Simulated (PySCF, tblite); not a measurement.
# C3H8FSi2 radical: geometry, infrared bands and EPR parameters

Aim: predict the infrared bands and EPR parameters of C3H8FSi2 radical (`C=[C][SiH2][C@@H](F)[SiH3]`).

The runs use tblite 0.8.0 and PySCF 2.14.0, with density-fitted response routines of our own; the level of theory stands in each step. All values are computed, except where a source is named. Atoms are numbered from 0 throughout.

## 1. The starting structure

14 atoms, charge 0, multiplicity 2; geometry from: force field or distance geometry start.

Bonds of the start (Å): C0–C1 1.34, C1–Si2 1.84, Si2–C3 1.85, C3–F4 1.41, C3–Si5 1.84, C0–H6 1.08, C0–H7 1.09, Si2–H8 1.49, Si2–H9 1.47, C3–H10 1.13, Si5–H11 1.48, Si5–H12 1.45, Si5–H13 1.48.

## 2. Optimising the geometry with GFN2-xTB

What the job is given:

```
{"job": {"kind": "relax", "xc": "GFN2-xTB", "basis": "xTB"}, "charge": 0, "multiplicity": 2}
C      2.519900     1.042900    -0.324700
C      1.291600     1.087300     0.201900
Si     0.674800    -0.334100     1.185500
C     -0.982100    -0.951600     0.652700
F     -1.688300    -1.419200     1.783200
Si    -2.065900     0.248100    -0.227300
H      3.088100     0.144400    -0.152900
H      2.937700     1.867900    -0.906100
H      1.629000    -1.453400     0.970200
H      0.688500    -0.024500     2.623300
H     -0.819300    -1.837600    -0.024000
H     -2.858900    -0.550200    -1.189000
H     -1.365100     1.266300    -0.983000
H     -3.050700     0.913000     0.648200
```

Command:

```console
$ OMP_NUM_THREADS=1 python probes_run.py task.json out
```

This one command runs all jobs of the session in turn.

Log:

```text
step      E/eV     max force
  0    -504.22407    2.375
  1    -504.37335    1.891
  2    -504.42820    0.640
  3    -504.46034    0.512
  4    -504.52024    0.466
  5    -504.53749    0.384
  6    -504.55825    0.296
  7    -504.57362    0.352
  8    -504.60104    0.438
  9    -504.63591    0.540
 10    -504.67296    0.445
 11    -504.69640    0.265
 12    -504.70702    0.255
 13    -504.71837    0.329
 14    -504.73590    0.394
 15    -504.75058    0.386
 16    -504.75913    0.256
 17    -504.76541    0.213
 18    -504.77176    0.235
 19    -504.77849    0.320
 20    -504.78523    0.274
 21    -504.79121    0.187
 22    -504.79652    0.197
 23    -504.80137    0.180
 24    -504.80548    0.158
 25    -504.80848    0.136
 26    -504.81095    0.123
 27    -504.81336    0.157
 28    -504.81593    0.160
 29    -504.81836    0.118
 30    -504.82049    0.116
 31    -504.82231    0.107
 32    -504.82386    0.101
 33    -504.82532    0.102
 34    -504.82724    0.125
 35    -504.83000    0.141
 36    -504.83333    0.148
 37    -504.83624    0.132
 38    -504.83830    0.109
 39    -504.83997    0.132
 40    -504.84205    0.138
 41    -504.84484    0.163
 42    -504.84822    0.186
 43    -504.85136    0.134
 44    -504.85381    0.128
 45    -504.85565    0.119
 46    -504.85771    0.134
 47    -504.85967    0.124
 48    -504.86187    0.120
 49    -504.86420    0.138
 50    -504.86643    0.104
 51    -504.86801    0.107
 52    -504.86909    0.098
 53    -504.87014    0.129
 54    -504.87159    0.103
 55    -504.87352    0.104
 56    -504.87501    0.062
 57    -504.87556    0.037
 58    -504.87574    0.042
 59    -504.87594    0.046
 60    -504.87626    0.051
 61    -504.87679    0.069
 62    -504.87749    0.080
 63    -504.87810    0.055
 64    -504.87842    0.046
 65    -504.87858    0.043
 66    -504.87876    0.036
 67    -504.87904    0.052
 68    -504.87944    0.050
 69    -504.87984    0.040
 70    -504.88015    0.043
 71    -504.88040    0.039
 72    -504.88068    0.039
 73    -504.88101    0.049
 74    -504.88130    0.040
 75    -504.88151    0.035
 76    -504.88171    0.041
 77    -504.88199    0.046
 78    -504.88243    0.060
 79    -504.88306    0.068
 80    -504.88373    0.056
 81    -504.88424    0.049
 82    -504.88457    0.038
 83    -504.88476    0.035
 84    -504.88489    0.035
 85    -504.88501    0.023
 86    -504.88514    0.024
 87    -504.88536    0.037
 88    -504.88553    0.038
 89    -504.88576    0.032
 90    -504.88591    0.032
 91    -504.88602    0.024
 92    -504.88610    0.022
 93    -504.88619    0.020
 94    -504.88626    0.018
 95    -504.88632    0.022
 96    -504.88638    0.023
 97    -504.88649    0.023
 98    -504.88663    0.028
 99    -504.88677    0.022
100    -504.88685    0.015
101    -504.88688    0.012
102    -504.88689    0.010
```

It took 0.5 s on 1 thread of Intel Xeon 6975P-C, shared host.

Relaxation path: (not every step is listed)

| step | energy from step 0 (eV) | largest force (eV/Å) |
| --- | --- | --- |
| 0 | 0.0000 | 2.3751 |
| 1 | -0.1493 | 1.8905 |
| 2 | -0.2041 | 0.6396 |
| 3 | -0.2363 | 0.5118 |
| 4 | -0.2962 | 0.4660 |
| 5 | -0.3134 | 0.3844 |
| 6 | -0.3342 | 0.2957 |
| 7 | -0.3496 | 0.3518 |
| 8 | -0.3770 | 0.4384 |
| 16 | -0.5351 | 0.2564 |
| 24 | -0.5814 | 0.1584 |
| 32 | -0.5998 | 0.1008 |
| 40 | -0.6180 | 0.1381 |
| 48 | -0.6378 | 0.1202 |
| 56 | -0.6509 | 0.0624 |
| 64 | -0.6544 | 0.0457 |
| 72 | -0.6566 | 0.0394 |
| 80 | -0.6597 | 0.0555 |
| 88 | -0.6615 | 0.0384 |
| 96 | -0.6623 | 0.0226 |
| 97 | -0.6624 | 0.0227 |
| 98 | -0.6626 | 0.0285 |
| 99 | -0.6627 | 0.0220 |
| 100 | -0.6628 | 0.0150 |
| 101 | -0.6628 | 0.0117 |
| 102 | -0.6628 | 0.0100 |

Close pairs (by a distance rule), those that changed most:

| bond | before (Å) | after (Å) | change (Å) |
| --- | --- | --- | --- |
| Si2–C3 | 1.847 | 1.924 | +0.077 |
| C3–Si5 | 1.841 | 1.913 | +0.073 |
| C0–C1 | 1.337 | 1.291 | -0.047 |
| C3–H10 | 1.127 | 1.096 | -0.030 |
| Si5–H11 | 1.480 | 1.463 | -0.017 |
| Si5–H12 | 1.449 | 1.464 | +0.015 |
| Si5–H13 | 1.476 | 1.462 | -0.014 |
| Si2–H8 | 1.487 | 1.473 | -0.013 |

The final coordinates are the input of the step that follows.

## 3. Infrared spectrum with GFN2-xTB

What the job is given:

```
{"job": {"kind": "ir", "xc": "GFN2-xTB", "basis": "xTB"}, "charge": 0, "multiplicity": 2}
C      2.524761     1.041910    -0.441855
C      1.570583     0.617341     0.316452
Si     0.643227    -0.466705     1.461245
C     -0.894234    -1.028908     0.450780
F     -1.644279    -1.884306     1.275569
Si    -2.069247     0.325378    -0.217547
H      3.450337     0.496607    -0.619448
H      2.472521     1.988929    -0.969462
H      1.344252    -1.681214     1.912585
H      0.211870     0.317974     2.620661
H     -0.570483    -1.666189    -0.380673
H     -3.232050    -0.324212    -0.822972
H     -1.313469     1.082050    -1.216681
H     -2.494467     1.180869     0.889204
```

Log:

```text
mode    cm-1     km/mol
  1      31.8      0.71
  2      59.7      0.35
  3     109.2      0.13
  4     115.6      3.05
  5     126.7      5.59
  6     182.8      2.92
  7     245.5      6.67
  8     273.3      4.93
  9     308.1     10.53
 10     458.9     68.83
 11     490.9      7.47
 12     508.6     12.53
 13     547.2     59.41
 14     651.8     65.55
 15     660.2    110.10
 16     726.2    279.99
 17     760.0    225.12
 18     781.0    264.10
 19     784.9    279.74
 20     800.1    236.22
 21     827.4     39.28
 22     872.3     61.45
 23     879.3      1.16
 24     975.7     41.74
 25    1081.1     30.86
 26    1262.3     13.05
 27    1351.3     13.55
 28    1806.2      1.85
 29    2155.2    306.69
 30    2240.9    147.18
 31    2266.0    237.56
 32    2271.6    384.59
 33    2280.7    354.23
 34    2893.6     52.42
 35    2906.8     12.78
 36    2976.1     12.30
```

It took 0.34 s on 1 thread of Intel Xeon 6975P-C, shared host.

Which atoms move in the most intense modes:

| cm⁻¹ | km/mol | atoms |
| --- | --- | --- |
| 726 | 280.0 | Si2 38 %, H8 17 %, H9 14 %, C0 12 % |
| 781 | 264.1 | H12 34 %, H11 28 %, H13 24 % |
| 785 | 279.7 | H11 35 %, H13 32 %, H9 13 %, H8 11 % |
| 800 | 236.2 | H9 34 %, H8 32 %, H11 14 %, H13 12 % |
| 2155 | 306.7 | H8 94 % |
| 2266 | 237.6 | H12 94 % |
| 2272 | 384.6 | H11 92 % |
| 2281 | 354.2 | H13 88 % |

## 4. g tensor and hyperfine couplings: B3LYP/pcH-1

The job, as its differences from that of step 3:

```diff
@@ -1,2 +1,2 @@
-{"job": {"kind": "ir", "xc": "GFN2-xTB", "basis": "xTB"}, "charge": 0, "multiplicity": 2}
+{"job": {"kind": "epr", "basis": "pcH-1"}, "charge": 0, "multiplicity": 2}
 C      2.524761     1.041910    -0.441855
```

Level: UKS B3LYP, pcH-1 on C F H Si, non-relativistic, mean-field spin-orbit, GIAO.

Log:

```text
UKS, coarse grid
  cycle   1  E = -797.83525537  |g| = 3.96e-01
  cycle   2  E = -797.79764214  |g| = 5.43e-01
  cycle   3  E = -797.88894329  |g| = 7.20e-02
  cycle   4  E = -797.89027411  |g| = 3.29e-02
  cycle   5  E = -797.89080199  |g| = 9.24e-03
  cycle   6  E = -797.89085039  |g| = 5.57e-03
  cycle   7  E = -797.89087165  |g| = 1.78e-03
  cycle   8  E = -797.89088171  |g| = 8.92e-04
  cycle   9  E = -797.89088213  |g| = 5.21e-04
UKS, final grid
  cycle   1  E = -797.89082197  |g| = 6.28e-04
  cycle   2  E = -797.89082188  |g| = 8.72e-04
  cycle   3  E = -797.89082229  |g| = 1.14e-04
  cycle   4  E = -797.89082232  |g| = 1.07e-04
  cycle   5  E = -797.89082234  |g| = 3.30e-05
  cycle   6  E = -797.89082234  |g| = 1.08e-05
E = -797.89082234 Eh   <S^2> = 0.7581 (exact 0.7500)
g shifts (ppm)      1          2          3
  rmc          -128       -128       -128
  gc             26          4         36
  oz_so        -485       -119        710
  total        -587       -243        618
hyperfine (MHz)  atom isotope    a_iso     a_fc   dipolar eigenvalues
    0   13C     -48.20     -48.20    -15.64      3.47     12.17
    1   13C     128.31     128.45    -78.50    -61.45    139.95
    2  29Si      12.13      12.17     -4.92     -0.24      5.17
    3   13C       4.89       4.89     -0.93     -0.65      1.58
    4   19F      -3.48      -3.49     -2.70     -0.99      3.69
    5  29Si      -2.51      -2.51     -0.63      0.18      0.44
    6    1H     189.92     189.92     -4.60     -2.38      6.98
    7    1H     162.29     162.29     -5.51     -3.96      9.47
    8    1H      99.37      99.36     -3.53     -1.15      4.68
    9    1H      15.72      15.72     -3.79     -2.48      6.27
   10    1H       1.32       1.31     -2.02     -1.84      3.86
   11    1H       1.96       1.96     -0.65     -0.60      1.25
   12    1H       3.92       3.92     -2.48     -2.13      4.61
   13    1H       0.06       0.06     -1.17     -1.15      2.32
```

It took 42 s on 1 thread of Intel Xeon 6975P-C, shared host; peak memory 0.87 GiB.

Principal g values 2.00173, 2.00208, 2.00294; g(iso) = 2.00225, against 2.00232 for a free electron.

Hyperfine couplings; where a row names several nuclei, a(iso) is their mean (it holds for fast rotation or exchange) and the dipolar term the largest among them:

| nuclei | isotope | a(iso) (MHz) | a(iso) (G, at g = 2.0023) | largest dipolar term (MHz) |
| --- | --- | --- | --- | --- |
| H6 | 1H | 189.9 | 67.8 | 7.0 |
| H7 | 1H | 162.3 | 57.9 | 9.5 |
| C1 | 13C | 128.3 | 45.8 | 140.0 |
| H8 | 1H | 99.4 | 35.5 | 4.7 |
| C0 | 13C | -48.2 | -17.2 | -15.6 |
| H9 | 1H | 15.7 | 5.6 | 6.3 |
| Si2 | 29Si | 12.1 | 4.3 | 5.2 |
| C3 | 13C | 4.9 | 1.7 | 1.6 |
| F4 | 19F | -3.5 | -1.2 | 3.7 |
| Si5 | 29Si | -2.5 | -0.9 | -0.6 |
| H11, H12, H13 | 1H | 2.0 | 0.7 | 4.6 |
| H10 | 1H | 1.3 | 0.5 | 3.9 |

Mulliken spin populations:

C0 -0.18; C1 0.98; Si2 -0.02; C3 0.00; F4 0.00; Si5 0.00; H6 0.08; H7 0.07; H8 0.06; H9 0.01; H10 0.00; H11 0.00; H12 0.00; H13 0.00

In first order the couplings over 0.8 MHz of 1H, 19F give 256 distinct lines over 170.6 G, if the averaged nuclei exchange fast; the same motion can average rows kept apart here too.

The fields below are evaluated on a grid from the run's orbitals.

ELF in a plane through or near 6 of the atoms.

Ten even steps from ' ' (0.00) to '@' (1.00):
```
                                                        
                                                        
                                                        
                          ..##%%%%==                    
          ++%%@@##..      ==@@@@@@%%::                  
        ..@@@@@@@@==      ..@@@@@@@@--::------          
          %%@@@@@@==        @@@@@@--  ::****++::        
          ==%%%%**====**==  ::++..**##..**##**::        
        ..==++--**%%++%%##..  --::..::..====--          
        ..==++##%%--++**%%::::++%%##==....              
          ::--==****##@@**::####**++..                  
              ..--**%%--**##==%%==..::--::              
                  ..--..++**..--  ==####==..            
                  ..##@@%%**::    ==**==::              
                  ==@@@@@@@@::    ..::..                
                  ++@@@@@@%%::                          
                  ..++####++                            
                                                        
                                                        
                                                        
```
The map spans 12.3 Å across and 10.3 Å up, centred on the molecule. Atoms in the plane (x, y in Å): C0 (-2.7, 0.7), C1 (-1.7, 0.1), Si2 (-0.4, -1.3), Si5 (1.9, 1.0), H7 (-2.9, 1.7), H12 (0.9, 2.1).

log10 of the density (e/Å³) in the same plane.

Values, 10 rows by 14 columns:
```
-4.0 -4.0 -4.0 -4.0 -4.0 -4.0 -4.0 -4.0 -4.0 -4.0 -4.0 -4.0 -4.0 -4.0
-4.0 -4.0 -4.0 -3.8 -3.8 -4.0 -3.7 -2.9 -2.7 -3.0 -3.5 -4.0 -4.0 -4.0
-4.0 -4.0 -2.9 -1.7 -1.7 -2.6 -2.6 -1.3 -0.9 -1.5 -2.0 -2.5 -3.5 -4.0
-4.0 -3.5 -2.0 -0.2 -0.3 -1.5 -1.8 -0.9 -0.2 -0.5 -0.8 -1.6 -2.8 -4.0
-4.0 -3.0 -1.7 -0.2  0.3  0.1 -0.7 -1.2 -0.5  0.3 -0.7 -1.6 -2.9 -4.0
-4.0 -3.3 -2.1 -1.1 -0.4  0.2 -0.2 -0.4 -0.3 -0.8 -1.6 -2.5 -3.6 -4.0
-4.0 -4.0 -3.5 -2.5 -1.7 -0.8  0.7 -0.5 -0.9 -0.2 -1.0 -2.8 -4.0 -4.0
-4.0 -4.0 -4.0 -3.5 -2.3 -1.1 -0.4 -1.2 -1.7 -1.3 -1.9 -3.8 -4.0 -4.0
-4.0 -4.0 -4.0 -4.0 -3.1 -2.2 -1.9 -2.4 -3.3 -4.0 -4.0 -4.0 -4.0 -4.0
-4.0 -4.0 -4.0 -4.0 -4.0 -3.6 -3.4 -3.7 -4.0 -4.0 -4.0 -4.0 -4.0 -4.0
```
The map spans 12.3 Å across and 10.3 Å up, centred on the molecule. Atoms in the plane (x, y in Å): C0 (-2.7, 0.7), C1 (-1.7, 0.1), Si2 (-0.4, -1.3), Si5 (1.9, 1.0), H7 (-2.9, 1.7), H12 (0.9, 2.1).

On the surface of density 0.002 e/bohr³ the electrostatic potential runs, from the 1st to the 99th percentile, from -1.06 V near F4 to 1.14 V near Si2.

The spin density lies nearest to C1 67 %; C0 9 % (both signs); H6, H7 about 7 % each.

## 5. Outcome

| quantity | value |
| --- | --- |
| strongest single infrared mode (GFN2-xTB) | 2272 cm⁻¹, 385 km/mol |
| zero-point energy (GFN2-xTB) | 53.9 kcal/mol |
| g(iso) (B3LYP) | 2.00225 |
| ⟨S²⟩ | 0.758 (exact 0.75) |
| largest a(iso) (averaged by class) | 1H on H6, 189.9 MHz |
| potential on the surface of density 0.002 e/bohr³, 1st and 99th percentile | -1.06 V and 1.14 V |

In words: The optimisation took 102 steps and gained 0.663 eV; among the close pairs (by a distance rule), Si2–C3 changed most, from 1.847 to 1.924 Å. All 36 modes are real, so the xTB geometry is a minimum. The strongest single mode, at 2272 cm⁻¹, moves mainly H11. GFN2-xTB is a fitted tight-binding method: band positions and strengths are rough. Its intensities can rank the bands wrongly. Most of the unpaired spin sits on C1 (0.98 e). The isotropic g lies 0.1 ppt below the free-electron value. These values are for one conformer; the search (at its own cheap level) found 2 more, at 0.29, 0.44 kcal/mol, and measured spectra average over such forms.
